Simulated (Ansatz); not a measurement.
**C3H8Si: one species, many methods**

An exercise on one series of results from a longer session: the logs are not shown, and one member is left open.

The runs use Ansatz 0.2.0, Gaussian basis; functionals in def2-TZVPP, the program's frozen cores in correlated methods.

Levels to be run: LDA (SPW92), PBE-D4, revPBE-D4, BLYP-D4, r2SCAN-D4, B97M-V, PBE0-D4, B3LYP-D4, r2SCANh-D4, r2SCAN0-D4, HSE06-D4, BHLYP-D4, CAM-B3LYP-D4, LC-ωPBE, ωB97X-V, ωB97M-V, B2PLYP, PBE-QIDH; CCSD(T)/def2-SVP; CCSD(T)/def2-TZVPP; MP2/def2-QZVPP; extrapolation to the limit; RPA on PBE.

### The relaxed structure

All runs share one geometry, relaxed beforehand with PBE0-D4 in a triple-zeta def2 set.

SMILES `[SiH3]C1CC1`, 12 atoms, charge 0, spin multiplicity 1.

Atoms are counted from 1 here; the program's logs count them from 0.

Bond lengths: Si1–C2 1.853 Å, Si1–H5 1.489 Å, Si1–H6 1.489 Å, Si1–H7 1.490 Å, C2–C3 1.509 Å, C2–C4 1.509 Å, C2–H8 1.086 Å, C3–C4 1.490 Å, C3–H9 1.084 Å, C3–H10 1.083 Å, C4–H11 1.084 Å, C4–H12 1.083 Å. Angles: C2–Si1–H5 111.6°, C2–Si1–H6 111.6°, C2–Si1–H7 108.2°, H5–Si1–H6 108.1°, H5–Si1–H7 108.7°, H6–Si1–H7 108.7°, Si1–C2–C3 119.9°, Si1–C2–C4 119.9°, Si1–C2–H8 116.0°, C3–C2–C4 59.2°, C3–C2–H8 115.0°, C4–C2–H8 115.0°, C2–C3–C4 60.4°, C2–C3–H9 118.2°, C2–C3–H10 117.5°, C4–C3–H9 118.0°, C4–C3–H10 118.2°, H9–C3–H10 114.2° and more.

As a file:

| atom | x (Å) | y (Å) | z (Å) |
| --- | --- | --- | --- |
| Si1 | -0.9802 | 1.2243 | -0.5397 |
| C2 | -0.3716 | -0.2433 | 0.4132 |
| C3 | 1.0866 | -0.3447 | 0.7862 |
| C4 | 0.5290 | -1.2523 | -0.2551 |
| H5 | -2.2031 | 0.8984 | -1.3237 |
| H6 | -1.2982 | 2.3670 | 0.3600 |
| H7 | 0.0932 | 1.6448 | -1.4834 |
| H8 | -1.0619 | -0.6564 | 1.1430 |
| H9 | 1.7536 | 0.4482 | 0.4671 |
| H10 | 1.3278 | -0.7649 | 1.7548 |
| H11 | 0.8143 | -1.0805 | -1.2868 |
| H12 | 0.3874 | -2.2956 | -0.0014 |

The first run:

in.yaml reads:

```yaml
crystal:
  periodic: [false, false, false]
  atoms:
    - {symbol: Si, position_ang: [-0.980197, 1.224272, -0.539739]}
    - {symbol: C, position_ang: [-0.371591, -0.243277, 0.413234]}
    - {symbol: C, position_ang: [1.086644, -0.344688, 0.786206]}
    - {symbol: C, position_ang: [0.528977, -1.252314, -0.255107]}
    - {symbol: H, position_ang: [-2.203110, 0.898362, -1.323709]}
    - {symbol: H, position_ang: [-1.298209, 2.366972, 0.359964]}
    - {symbol: H, position_ang: [0.093247, 1.644812, -1.483440]}
    - {symbol: H, position_ang: [-1.061866, -0.656391, 1.142951]}
    - {symbol: H, position_ang: [1.753608, 0.448168, 0.467101]}
    - {symbol: H, position_ang: [1.327810, -0.764902, 1.754791]}
    - {symbol: H, position_ang: [0.814297, -1.080503, -1.286785]}
    - {symbol: H, position_ang: [0.387389, -2.295611, -0.001368]}
basis:
  gaussian: {orbitals: def2-TZVPP}
hamiltonian: {xc: lda}
output: {orbitals: {seedname: orbitals}}
```

Command:

```bash
$ ansatz run in.yaml --threads 2 --pin off --events-out ev --progress --plain --max-ram 4352MiB
```

Steps of the session up to this table: LDA; PBE-D4 (GGA); revPBE-D4 (GGA); BLYP-D4 (GGA); r2SCAN-D4 (meta-GGA); B97M-V (meta-GGA); B3LYP-D4 (hybrid); r2SCANh-D4 (hybrid); r2SCAN0-D4 (hybrid); HSE06-D4 (hybrid); BHLYP-D4 (hybrid); CAM-B3LYP-D4 (range-separated); LC-ωPBE (range-separated); ωB97X-V (range-separated); ωB97M-V (range-separated); B2PLYP (double hybrid); PBE-QIDH (double hybrid).

One table of the session follows, with a row left open; its other results are not shown here.

| functional | HOMO (eV) | LUMO (eV) | gap (eV) |
| --- | --- | --- | --- |
| LDA (SPW92) | -7.20 | -0.17 | 7.03 |
| PBE-D4 | -7.06 | 0.05 | 7.11 |
| revPBE-D4 | -7.00 | 0.16 | 7.16 |
| BLYP-D4 | ? | ? | ? |
| r2SCAN-D4 | -7.29 | 0.54 | 7.83 |
| B97M-V | -7.41 | 0.18 | 7.60 |
| PBE0-D4 | -8.31 | 0.87 | 9.18 |
| B3LYP-D4 | -8.08 | 0.64 | 8.72 |
| r2SCANh-D4 | -7.76 | 0.80 | 8.56 |
| r2SCAN0-D4 | -8.47 | 1.18 | 9.65 |
| HSE06-D4 | -7.91 | 0.50 | 8.41 |
| BHLYP-D4 | -9.45 | 1.63 | 11.09 |
| CAM-B3LYP-D4 | -9.68 | 1.78 | 11.46 |
| LC-ωPBE | -11.07 | 2.96 | 14.03 |
| ωB97X-V | -10.69 | 2.80 | 13.49 |
| ωB97M-V | -10.57 | 2.42 | 12.99 |

**Question.** Estimate the row for BLYP-D4.

Worked estimate for «HOMO (eV)». Against the share of exact exchange, B3LYP-D4 (0.2, -8.08), BHLYP-D4 (0.5, -9.45) give a slope of -4.57 per unit share; at 0 the line stands at -7.17.

The run gave: HOMO (eV): -6.91; LUMO (eV): 0.16; gap (eV): 7.07. In «HOMO (eV)» the line misses by -0.26.
